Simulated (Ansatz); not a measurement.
# C₂H₇FGaN: a ladder of functionals and wavefunction methods

An exercise on one series of results from a longer session: the logs are not shown, and one member is left open.

Method: functionals in def2-TZVPP, the program's frozen cores in correlated methods; program: Ansatz 0.2.0, Gaussian basis.

Levels to be run: PBE-D4, r2SCAN-D4, PBE0-D4, B3LYP-D4, ωB97X-V, ωB97M-V, B2PLYP; CCSD(T)/def2-TZVPP; MP2/def2-QZVPP; extrapolation to the limit.

## Structure used throughout

The geometry comes from an earlier relaxation with PBE0-D4 in a triple-zeta def2 set; it is a stationary point, not always the lowest conformer.

SMILES `[CH3][Ga]([NH2])[CH2]F`, 12 atoms, charge 0, spin multiplicity 1.

Atoms are counted from 1 here; the program's logs count them from 0.

Bond lengths: C1–Ga2 1.958 Å, C1–H6 1.091 Å, C1–H7 1.092 Å, C1–H8 1.092 Å, Ga2–N3 1.821 Å, Ga2–C4 1.993 Å, N3–H9 1.006 Å, N3–H10 1.006 Å, C4–F5 1.397 Å, C4–H11 1.096 Å, C4–H12 1.096 Å. Angles: Ga2–C1–H6 111.7°, Ga2–C1–H7 110.2°, Ga2–C1–H8 110.2°, H6–C1–H7 108.7°, H6–C1–H8 108.7°, H7–C1–H8 107.1°, C1–Ga2–N3 119.6°, C1–Ga2–C4 125.0°, N3–Ga2–C4 115.3°, Ga2–N3–H9 123.7°, Ga2–N3–H10 124.9°, H9–N3–H10 111.4°, Ga2–C4–F5 110.8°, Ga2–C4–H11 111.7°, Ga2–C4–H12 111.8°, F5–C4–H11 107.7°, F5–C4–H12 107.7°, H11–C4–H12 107.0°.

Set-up of the first run:

Input file in.yaml:

```yaml
crystal:
  periodic: [false, false, false]
  atoms:
    - {symbol: C, position_ang: [-1.748422, 0.567325, -0.495577]}
    - {symbol: Ga, position_ang: [0.019771, -0.164324, -0.079303]}
    - {symbol: N, position_ang: [0.505078, -1.785012, -0.754129]}
    - {symbol: C, position_ang: [1.390415, 0.732062, 1.056058]}
    - {symbol: F, position_ang: [0.920448, 1.962393, 1.520619]}
    - {symbol: H, position_ang: [-2.327182, -0.108767, -1.126284]}
    - {symbol: H, position_ang: [-1.648892, 1.525879, -1.009855]}
    - {symbol: H, position_ang: [-2.307141, 0.752058, 0.424629]}
    - {symbol: H, position_ang: [-0.088818, -2.345571, -1.341405]}
    - {symbol: H, position_ang: [1.390272, -2.234166, -0.592869]}
    - {symbol: H, position_ang: [1.653799, 0.125261, 1.929347]}
    - {symbol: H, position_ang: [2.317673, 0.917463, 0.502871]}
basis:
  gaussian: {orbitals: def2-TZVPP}
hamiltonian: {xc: pbe, dispersion: d4}
output: {forces: true, orbitals: {seedname: orbitals}}
```

Run with:

```
$ ansatz run in.yaml --threads 4 --pin off --events-out ev --progress --plain --max-ram 10444MiB
```

Steps of the session up to this table: PBE-D4 (GGA); r2SCAN-D4 (meta-GGA); PBE0-D4 (hybrid); B3LYP-D4 (hybrid); ωB97X-V (range-separated); ωB97M-V (range-separated); B2PLYP (double hybrid); CCSD(T) in def2-TZVPP; MP2 in def2-QZVPP.

One of the session's tables, all rows but one given; the rest of the session is left out.

| method | atomisation energy (eV) |
| --- | --- |
| PBE-D4 | 44.185 |
| r2SCAN-D4 | 43.388 |
| PBE0-D4 | 43.363 |
| B3LYP-D4 | 43.305 |
| ωB97X-V | ? |
| ωB97M-V | 43.424 |
| B2PLYP | 42.929 |
| HF/def2-TZVPP | 30.898 |
| MP2/def2-TZVPP | 43.039 |
| CCSD/def2-TZVPP | 41.806 |
| CCSD(T)/def2-TZVPP | 42.429 |
| MP2/CBS | 44.135 |
| CCSD(T)/CBS | 43.525 |

Estimate the missing values for ωB97X-V.

**Answer.** atomisation energy (eV): 43.526. In the column «atomisation energy (eV)» it lies between CCSD(T)/CBS (43.525) and MP2/CBS (44.135).

Caveats from the session: Free atoms (2 C, 1 Ga, 1 N, 1 F, 7 H) were run apart at each level; the atomisation energy is their sum less the molecule, without zero-point or spin-orbit terms.
